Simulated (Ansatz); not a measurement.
# BCl2H3Si: the cost of one run

Computed with the Python package of Ansatz 0.2.0. Level of theory: B3LYP/def2-TZVPP.

## (1) Starting point

Bond lengths: Si1–B2 1.890 Å, B2–Cl3 1.861 Å, B2–Cl4 1.910 Å, Si1–H5 1.521 Å, Si1–H6 1.516 Å, Si1–H7 1.474 Å. Angles: Si1–B2–Cl3 120.6°, Si1–B2–Cl4 117.3°, Cl3–B2–Cl4 122.1°, B2–Si1–H5 109.9°, B2–Si1–H6 110.8°, B2–Si1–H7 112.9°, H5–Si1–H6 105.9°, H5–Si1–H7 108.8°, H6–Si1–H7 108.3°.

bcl2h3si.xyz, read by the script:

```xyz
7

Si   -0.07420    0.79690   -0.21650
B     0.12700   -1.01950    0.26360
Cl   -1.36450   -2.10580    0.50870
Cl    1.90690   -1.68000    0.47070
H    -0.85030    0.90570   -1.52050
H    -0.89740    1.53840    0.81850
H     1.21390    1.49630   -0.37030
```

## (2) Script

The input, bcl2h3si.py:

```python
# -*- coding: utf-8 -*-
"""X-H bond energies of BCl2H3Si without relaxation."""

import ansatz as az


def energy(molecule, charge=0, unpaired=0):
    calc = molecule.calculation().basis(gaussian="def2-TZVPP").functional("b3lyp")
    if charge:
        calc = calc.charge(charge)
    if unpaired:
        calc = calc.spin("collinear", total=unpaired)
    return calc.run(threads=1, pin="off").report["free_energy_ev"]

def without(molecule, index):
    rest = az.Crystal.molecule()
    for i, site in enumerate(molecule.cartesian_sites):
        if i != index:
            rest = rest.atom(site.symbol, site.position_ang)
    return rest

bcl2h3si = az.Crystal.molecule_from_extxyz("bcl2h3si.xyz")

whole = energy(bcl2h3si, 0)
hydrogen = energy(az.Crystal.molecule().atom("H", (0, 0, 0)), 0, 1)
print(f"E(molecule) = {whole:.5f} eV, E(H) = {hydrogen:.5f} eV")
for index in [6]:
    radical = energy(without(bcl2h3si, index), 0, 1)
    print(f"H{index}: homolysis {23.060548 * (radical + hydrogen - whole):.1f} kcal/mol")
```

## (3) The input behind the calls

The package turns the script's settings into the engine's input (first run):

```yaml
crystal:
  periodic: [false, false, false]
  atoms:
    - { symbol: Si, position_ang: [-0.0742, 0.7969, -0.2165] }
    - { symbol: B, position_ang: [0.127, -1.0195, 0.2636] }
    - { symbol: Cl, position_ang: [-1.3645, -2.1058, 0.5087] }
    - { symbol: Cl, position_ang: [1.9069, -1.68, 0.4707] }
    - { symbol: H, position_ang: [-0.8503, 0.9057, -1.5205] }
    - { symbol: H, position_ang: [-0.8974, 1.5384, 0.8185] }
    - { symbol: H, position_ang: [1.2139, 1.4963, -0.3703] }
basis:
  gaussian:
    orbitals: def2-TZVPP
hamiltonian:
  xc: b3lyp
```

## (4) Launch

On the command line:

```bash
> python bcl2h3si.py
```

Q: Estimate wall time and peak memory on 1 thread of Arm Neoverse V2, shared host.

About 18 s, with a peak of 0.58 GiB.
